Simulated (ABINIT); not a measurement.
Wanted: the native input for an ABINIT 10.8.3 (patched build) run.

| Quantity | Value |
| --- | --- |
| Task | band structure |
| Functional | PBEsol |
| Potentials or basis | JTH PAW PBE v2.0 |
| Cutoff | 707 eV |
| k mesh | 9 × 9 × 9 |
| Occupations | fermi-dirac, width 0.05 eV |
| Spin | no spin polarisation |
| Fine-grid cutoff | 1306.15 eV |

Ta3Cu:

```xyz
4
Lattice="-2.0065 2.0065 4.2082 2.0065 -2.0065 4.2082 2.0065 2.0065 -4.2082" Properties=species:S:1:pos:R:3 pbc="T T T"
Ta    0.0000    0.0000    4.2082
Ta    2.0065    0.0000    2.1041
Ta    0.0000    2.0065    2.1041
Cu    0.0000    0.0000    0.0000
```

The cell comes from a database or a generator and needn't be the stable form of this composition.

The input as run:

run.abi

```
# Datasets: ground state, then fixed potential
ndtset 2

# Pseudopotentials
pp_dirpath "./"
pseudos "Ta.GGA_PBE-JTH.xml, Cu.GGA_PBE-JTH.xml"

# Structure
acell 3*1.0
rprim
    -3.7917486971     3.7917486971     7.9522887859
     3.7917486971    -3.7917486971     7.9522887859
     3.7917486971     3.7917486971    -7.9522887859
ntypat 2
znucl 73 29
natom 4
typat 1 1 1 2
xred
     0.5000000000     0.5000000000     0.0000000000
     0.2500000000     0.7500000000     0.5000000000
     0.7500000000     0.2500000000     0.5000000000
     0.0000000000     0.0000000000     0.0000000000

# Plane-wave basis
ecut 26.0
pawecutdg 48.0
pawxcdev 0

# Exchange and correlation
ixc -116133

# Bands and occupations
occopt 3
tsmear 0.05 eV

# SCF cycle
nstep 100

# Output
iomode 3
prtwf 0
prteig 0
prtebands 0
enunit 1
prtden1 1
prtvha1 1
prtvclmb1 1
prtpot1 1

# Dataset 1
kptopt1 1
ngkpt1 9 9 9
nshiftk1 1
shiftk1 0.0 0.0 0.0
nband1 35
tolvrs1 1.0e-9

# Dataset 2: bands along G-X-Y-S-G-Z-S1-N-P-Y1-Z
iscf2 -2
getden2 1
nband2 41
nbdbuf2 4
tolwfr2 1.0e-11
kptopt2 -10
ndivsm2 6
prteig2 1
prtvol2 -3
kptbounds2
     0.0000000000     0.0000000000     0.0000000000
     0.0000000000     0.0000000000     0.5000000000
    -0.1136749602     0.1136749602     0.5000000000
    -0.3068374801     0.3068374801     0.3068374801
     0.0000000000     0.0000000000     0.0000000000
     0.5000000000     0.5000000000    -0.5000000000
     0.3068374801     0.6931625199    -0.3068374801
     0.0000000000     0.5000000000     0.0000000000
     0.2500000000     0.2500000000     0.2500000000
     0.5000000000     0.5000000000    -0.1136749602
     0.5000000000     0.5000000000    -0.5000000000
```

Potentials or basis: JTH PAW PBE v2.0.

The run is started by

```sh
$ abinit run.abi > log 2>&1
```

It gave:

| Quantity | Value |
| --- | --- |
| Pressure | -6.2 GPa |
| Band gap on the k mesh | none (metal or under the smearing width) |
| Valence electrons inside the program's atomic spheres | Ta 10.59, 10.61; Cu 17.34 |

Caveat: the PAW data sets were made with another functional, which shifts forces and pressure a little; spin-orbit coupling is left out, which moves the levels of the heavy elements.

Run time: 32 min on 1 thread of AMD EPYC 7R43 64-Core Processor (Zen 3) (shared host), peak memory 0.42 GiB.
